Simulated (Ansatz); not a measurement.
**SbNH4: ionisation energy by level of theory**

Aim: the vertical ionisation energy of SbNH4, as cation minus neutral at the neutral's geometry, on several levels, and how well −ε(HOMO) stands in for it.

Method: unrestricted cation, the program's frozen cores in correlated methods; program: Ansatz 0.2.0, Gaussian basis.

The runs, in order: UKS PBE-D4/def2-TZVPP; UKS r2SCAN-D4/def2-TZVPP; UKS PBE0-D4/def2-TZVPP; UKS B3LYP-D4/def2-TZVPP; UKS wB97X-V/def2-TZVPP; UKS wB97M-V/def2-TZVPP; UKS B2PLYP/def2-TZVPP; UHF-CCSD(T)/def2-TZVPP; UHF-MP2/def2-QZVPP; extrapolation to the limit; then −ε(HOMO) from the neutral's earlier runs with LDA (SPW92), PBE-D4, revPBE-D4, BLYP-D4, r2SCAN-D4, B97M-V, PBE0-D4, B3LYP-D4, r2SCANh-D4, r2SCAN0-D4, HSE06-D4, BHLYP-D4, CAM-B3LYP-D4, LC-ωPBE, ωB97X-V, ωB97M-V.

**1. The geometry**

All runs share one geometry, relaxed beforehand with PBE0-D4 in a triple-zeta def2 set. Sb takes the def2 core potential; no spin-orbit term is included.

6 atoms, charge 0, spin multiplicity 1.

Atoms are counted from 1 here; the program's logs count them from 0.

Bond lengths: N1–Sb2 2.036 Å, N1–H3 1.012 Å, N1–H4 1.012 Å, Sb2–H5 1.724 Å, Sb2–H6 1.710 Å. Angles: Sb2–N1–H3 114.0°, Sb2–N1–H4 111.2°, H3–N1–H4 108.1°, N1–Sb2–H5 99.5°, N1–Sb2–H6 93.5°, H5–Sb2–H6 90.2°.

**2. Cation, UKS PBE-D4/def2-TZVPP**

The input, in.yaml:

```yaml
crystal:
  periodic: [false, false, false]
  atoms:
    - {symbol: N, position_ang: [-0.061587, -0.994719, 0.364027]}
    - {symbol: Sb, position_ang: [0.632717, 0.919303, 0.335397]}
    - {symbol: H, position_ang: [-0.745015, -1.194895, -0.354421]}
    - {symbol: H, position_ang: [0.695694, -1.659231, 0.270756]}
    - {symbol: H, position_ang: [0.422740, 1.273762, -1.338326]}
    - {symbol: H, position_ang: [-0.902349, 1.591880, 0.676466]}
basis:
  gaussian: {orbitals: def2-TZVPP}
total_charge: 1
magnetization: {spin_polarized: true, initial_magnetization: 1}
hamiltonian: {xc: pbe, dispersion: d4}
```

Run with:

```bash
$ ansatz run in.yaml --threads 2 --pin off --events-out ev --progress --plain --max-ram 4352MiB
```

The runs that follow: Cation, UKS r2SCAN-D4/def2-TZVPP; Cation, UKS PBE0-D4/def2-TZVPP; Cation, UKS B3LYP-D4/def2-TZVPP; Cation, UKS wB97X-V/def2-TZVPP; Cation, UKS wB97M-V/def2-TZVPP; Cation, UKS B2PLYP (frozen core)/def2-TZVPP; Cation, UHF-CCSD(T)/def2-TZVPP; Cation, UHF-MP2/def2-QZVPP.

**Question.** What will the summary of the whole plan be? Wanted: ionisation energy, CCSD(T)/CBS; nearest functional by difference; nearest −ε(HOMO); −ε(HOMO) of PBE; T1 of the cation.

As calculated:

```
                        quantity               value
  ionisation energy, CCSD(T)/CBS             9.82 eV
nearest functional by difference  ωB97X-V (-0.18 eV)
                nearest −ε(HOMO)  LC-ωPBE (+0.04 eV)
                 −ε(HOMO) of PBE             5.96 eV
                T1 of the cation               0.038
```

Energy differences with functionals land within 0.53 eV of the reference. −ε(HOMO) of PBE misses by 3.9 eV, since self-interaction lifts the level. Among orbital estimates LC-ωPBE comes nearest. Hartree-Fock falls 1.51 eV short, as the neutral has more correlation energy than the cation. The cation's T1 (from the report) is 0.038, near the customary mark of 0.045 for open shells, so the coupled-cluster value is less safe. Correlated methods include outer-core shells of Sb, which these sets cover unevenly. With outer-core shells in play the reference is unsure by up to some tenths of an eV, so close misses can't be ranked.
